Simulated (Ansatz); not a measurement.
# Manganese, simple cubic: r²SCAN0 after r²SCAN

How do the levels and moments change when part of the exchange is made exact, and what does it cost? The geometry was relaxed under r²SCAN beforehand and is kept. Exact exchange is dear, so the k-mesh is coarse, and r²SCAN is run on the same mesh for comparison.

Method: DFT, plane waves (500 eV) with PBE-made PAW files, scalar-relativistic; functionals as named at each step, in Ansatz 0.2.0.

**1. The structure to begin with**

It takes space group Pm-3m (No. 221, cubic). The conventional cell has a = 2.554 Å, b = 2.554 Å, c = 2.554 Å, α = 90.00°, β = 90.00°, γ = 90.00°. Mn (site symmetry m-3m) is surrounded by 6 Mn at 2.55 Å.

Coordinates:

```cif
data_structure
_symmetry_space_group_name_H-M 'P 1'
_symmetry_Int_Tables_number 1
_cell_length_a 3.6124
_cell_length_b 3.6124
_cell_length_c 3.6124
_cell_angle_alpha 60.000
_cell_angle_beta 60.000
_cell_angle_gamma 60.000
_cell_volume 33.33
loop_
_atom_site_label
_atom_site_type_symbol
_atom_site_fract_x
_atom_site_fract_y
_atom_site_fract_z
_atom_site_occupancy
Mn1 Mn 0.00000 0.00000 0.00000 1
Mn2 Mn 0.50000 0.50000 0.50000 1
```

The atoms start with moments of +3.71, -3.71 μB.

**2. r²SCAN, coarse mesh**

The run with r²SCAN.

The input, input.yaml:

```yaml
crystal:
  lattice:
    - [0.0, 2.5543709418, 2.5543709418]
    - [2.5543709418, 0.0, 2.5543709418]
    - [2.5543709418, 2.5543709418, 0.0]
  atoms:
    - { symbol: Mn, position: [1.0, 0.0, 0.0], spin: 3.708 }
    - { symbol: Mn, position: [0.5, 0.5, 0.5], spin: -3.708 }
hamiltonian:
  xc: r2scan
  pseudopotentials:
    kind: paw
    azcp:
      Mn: "pseudopotentials/Mn.paw.azcp"
basis:
  ecutwfc: 500
  fft_grid_basis: typed
kpoints:
  mp_grid: { grid: [6, 6, 6], shift: [0, 0, 0] }
magnetization:
  spin_polarized: true
scf:
  occupations: { method: fermi_dirac, width: 0.1 }
```

Run with:

```
$ ansatz run input.yaml --threads 4 --pin off --max-ram 8192MiB --backend cpu --events-out ev --progress --plain --runs-dir out
```

**3. r²SCAN0 on the coarse mesh**

The run with r²SCAN0.

Changes to input.yaml since step 2:

```diff
@@ -9,3 +9,3 @@
 hamiltonian:
-  xc: r2scan
+  xc: r2scan0
   pseudopotentials:
@@ -23 +23,6 @@
   occupations: { method: fermi_dirac, width: 0.1 }
+output:
+  write_density: true
+  write_potential: true
+  elf: true
+  volumetric_format: npy
```

(Steps that only read results are left out.)

Before running it: what results should come out? Wanted: r²SCAN: gap; r²SCAN: magnetic state; r²SCAN0: gap; r²SCAN0: magnetic state.

As calculated:

| quantity | value |
| --- | --- |
| r²SCAN: gap | none (levels filled in part) |
| r²SCAN: magnetic state | antiferromagnetic, up to 3.70 μB per atom |
| r²SCAN0: gap | none (levels filled in part) |
| r²SCAN0: magnetic state | antiferromagnetic, up to 4.22 μB per atom |
| r²SCAN0: SCF cycles, exchange loops | 49, 6 |
| r²SCAN0: CPU time over that of r²SCAN | 11 |

In words: Both r²SCAN and r²SCAN0 leave levels filled in part. Moments change from 3.70 μB to 4.22 μB at most; exact exchange favours larger moments in itinerant magnets. The hybrid took 11 times as much CPU time as r²SCAN on the same settings. The exchange operator of r²SCAN0 was renewed in 6 outer loops. The total energies in the logs cannot be compared from one functional to another.
